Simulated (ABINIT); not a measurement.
Write the native input for ABINIT 10.8.3 (patched build) that does the following.

| Item | Value |
| --- | --- |
| Task | single point |
| Functional | PBEsol |
| Potentials or basis | PseudoDojo NC SR PBEsol v0.4.1 standard |
| Cutoff | 1143 eV |
| k mesh | 6 × 6 × 10 |
| Occupations | fermi-dirac, width 0.05 eV |
| Spin | no spin polarisation |

Crystal: MoN2.

```
Mo N
1.0
     4.34805    0.00000    0.00000
     0.00000    4.34805    0.00000
     0.00000    0.00000    2.76746
Mo N
2 4
Direct
  0.00000 0.00000 0.00000
  0.50000 0.50000 0.00000
  0.61165 0.88835 0.50000
  0.38835 0.11165 0.50000
  0.11165 0.61165 0.50000
  0.88835 0.38835 0.50000
```

Measurements of this composition are mostly on another form, of space group No. 160.

One way to write it, as run:

run.abi

```
# Pseudopotentials
pp_dirpath "./"
pseudos "Mo.upf, N.upf"

# Structure
acell 4.348053 4.348053 2.76746 Angstrom
rprim
     1.0000000000     0.0000000000     0.0000000000
     0.0000000000     1.0000000000     0.0000000000
     0.0000000000     0.0000000000     1.0000000000
ntypat 2
znucl 42 7
natom 6
typat 1 1 2 2 2 2
xred
     0.0000000000     0.0000000000     0.0000000000
     0.5000000000     0.5000000000     0.0000000000
     0.6116470000     0.8883530000     0.5000000000
     0.3883530000     0.1116470000     0.5000000000
     0.1116470000     0.6116470000     0.5000000000
     0.8883530000     0.3883530000     0.5000000000

# Plane-wave basis
ecut 42.0

# k points
kptopt 1
ngkpt 6 6 10
nshiftk 1
shiftk 0.0 0.0 0.0

# Exchange and correlation
ixc -116133

# Bands and occupations
nband 29
occopt 3
tsmear 0.00183747

# SCF cycle
nstep 100
tolvrs 1.0e-10

# Output
iomode 3
prtwf 0
prtden 0
prteig 0
prtebands 0
enunit 1
```

Potentials or basis: PseudoDojo NC SR PBEsol v0.4.1 standard.

The run is started by

```console
$ mpirun --bind-to none -np 4 abinit run.abi > log 2>&1
```

It gave:

The pressure is -13.2 GPa and the largest force is 0.231 eV/Å. The band gap on the k mesh is none (metal or under the smearing width) and the valence electrons inside the program's atomic spheres are Mo 10.47; N 5.54.

Run time: 84 s on 4 MPI ranks on Arm Neoverse V1, with other jobs on the host, peak memory 0.4 GiB a rank.
